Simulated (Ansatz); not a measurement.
# CrN₂O₈: small, medium and large basis sets

Aim: see how fast density functionals converge with the basis set for CrN₂O₈.

Computed with Ansatz 0.2.0, Gaussian basis. Level: one geometry, several basis sets.

The runs, in order: PBE0-D4/def2-SVP; ωB97M-V/def2-SVP; PBE0-D4/def2-QZVPP; ωB97M-V/def2-QZVPP; the functionals' def2-TZVPP values are taken from earlier runs.

**1. The geometry**

All runs share one geometry, relaxed beforehand with PBE0-D4 in a triple-zeta def2 set.

11 atoms, charge 0, spin multiplicity 1.

Atoms are counted from 1 here; the program's logs count them from 0.

Bond lengths: O1–N2 1.245 Å, N2–O3 1.177 Å, N2–O4 1.317 Å, N2–Cr5 2.484 Å, O4–Cr5 1.908 Å, Cr5–O6 1.536 Å, Cr5–O7 1.536 Å, Cr5–O8 1.908 Å, Cr5–N9 2.484 Å, O8–N9 1.317 Å, N9–O10 1.245 Å, N9–O11 1.177 Å. Angles: O1–N2–O3 127.3°, O1–N2–O4 111.8°, O1–N2–Cr5 62.5°, O3–N2–O4 120.9°, O3–N2–Cr5 170.2°, O4–N2–Cr5 49.3°, N2–O4–Cr5 99.1°, N2–Cr5–O4 31.6°, N2–Cr5–O6 127.5°, N2–Cr5–O7 99.5°, N2–Cr5–O8 114.7°, N2–Cr5–N9 97.8°, O4–Cr5–O6 97.0°, O4–Cr5–O7 105.5°, O4–Cr5–O8 141.4°, O4–Cr5–N9 114.7°, O6–Cr5–O7 107.9°, O6–Cr5–O8 105.5° and more.

**2. PBE0-D4 in def2-SVP**

File in.yaml:

```yaml
crystal:
  periodic: [false, false, false]
  atoms:
    - {symbol: O, position_ang: [-0.880104, -0.383840, -1.211817]}
    - {symbol: N, position_ang: [-1.895628, -0.292468, -0.498253]}
    - {symbol: O, position_ang: [-2.943664, -0.797013, -0.681153]}
    - {symbol: O, position_ang: [-1.684874, 0.466436, 0.557451]}
    - {symbol: Cr, position_ang: [0.131141, 0.947760, 0.225652]}
    - {symbol: O, position_ang: [0.433378, 1.511680, 1.622531]}
    - {symbol: O, position_ang: [0.069892, 2.127944, -0.756221]}
    - {symbol: O, position_ang: [1.779265, 0.214205, -0.395255]}
    - {symbol: N, position_ang: [1.722555, -0.959200, 0.200295]}
    - {symbol: O, position_ang: [0.675759, -1.092307, 0.860140]}
    - {symbol: O, position_ang: [2.592289, -1.743196, 0.076640]}
basis:
  gaussian: {orbitals: def2-SVP}
hamiltonian: {xc: pbe0, dispersion: d4}
output: {orbitals: {seedname: orbitals}}
```

Command:

```
$ ansatz run in.yaml --threads 4 --pin off --events-out ev --progress --plain --max-ram 66560MiB --backend cpu
```

The runs that follow: ωB97M-V in def2-SVP; PBE0-D4 in def2-QZVPP; ωB97M-V in def2-QZVPP.

Q: Predict the results of all the runs planned. Wanted: PBE0-D4: double and triple zeta above quadruple; ωB97M-V: double and triple zeta above quadruple.

The runs gave:

| quantity | value |
| --- | --- |
| PBE0-D4: double and triple zeta above quadruple | 29.15, 1.62 eV |
| ωB97M-V: double and triple zeta above quadruple | 29.54, 1.53 eV |

**Reading.** PBE0-D4 gains 27.53 eV from double to triple zeta, then 1.62 eV more. These are total energies; as a rule much of such shifts cancels in differences, which this series doesn't test.
